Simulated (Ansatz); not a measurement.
# BiO4: the cost of one run

Method: DFT PBE, scalar-relativistic, plane waves, PAW, in Ansatz 0.2.0.

1 further run of the same task is left out (it didn't finish).

## 1. The system as given

The structure is hexagonal, space group P6mm (No. 183). Conventional cell: a = 4.407 Å, b = 4.407 Å, c = 4.370 Å, α = 90.00°, β = 90.00°, γ = 120.00°. Bi (site symmetry 6mm) is surrounded by 7 O at 1.79 to 2.37 Å. O (site symmetry 2mm) has 4 O at 2.20 Å and 2 Bi at 2.37 Å in its first shell of neighbours. O (site symmetry 6mm) is surrounded by 1 Bi at 1.79 Å.

Coordinates:

```
Bi O
1.0
     4.40725    0.00000    0.00000
    -2.20363    3.81679    0.00000
     0.00000    0.00000    4.37044
Bi O
1 4
Direct
  0.00000 0.00000 0.95851
  0.50000 0.00000 0.76188
  0.00000 0.50000 0.76188
  0.50000 0.50000 0.76188
  0.00000 0.00000 0.36729
```

The cell is invented: random cell by space group and Wyckoff sites (P6mm, No. 183). Its size is a rough estimate.

## 2. The guess as it stands, on a coarse mesh

Input file input.yaml:

```yaml
crystal:
  lattice:
    - [4.40725142, 0.0, 0.0]
    - [-2.20362571, 3.81679169, 0.0]
    - [0.0, 0.0, 4.37044235]
  atoms:
    - { symbol: Bi, position: [0.0, 0.0, 0.95851254] }
    - { symbol: O, position: [0.5, 0.0, 0.76187884] }
    - { symbol: O, position: [0.0, 0.5, 0.76187884] }
    - { symbol: O, position: [0.5, 0.5, 0.76187884] }
    - { symbol: O, position: [0.0, 0.0, 0.36729212] }
basis:
  ecutwfc: 420
kpoints:
  mp_grid: { grid: [6, 6, 4] }
hamiltonian:
  xc: pbe
scf:
  occupations: { method: gaussian, width: 0.1 }
  lower_state_search: "off"
output:
  forces: true
  stress: true
  eigenvalues: true
```

Started as:

```console
ansatz run input.yaml --threads 1 --pin off --max-ram 2560MiB --backend cpu --events-out ev --progress --plain --runs-dir out
```

**Question.** How long does this run take on 1 thread of Intel Xeon at 2.50GHz (Skylake/Cascade Lake), shared host, and how much memory does it need?

About 6.8 s, with a peak of 0.37 GiB.
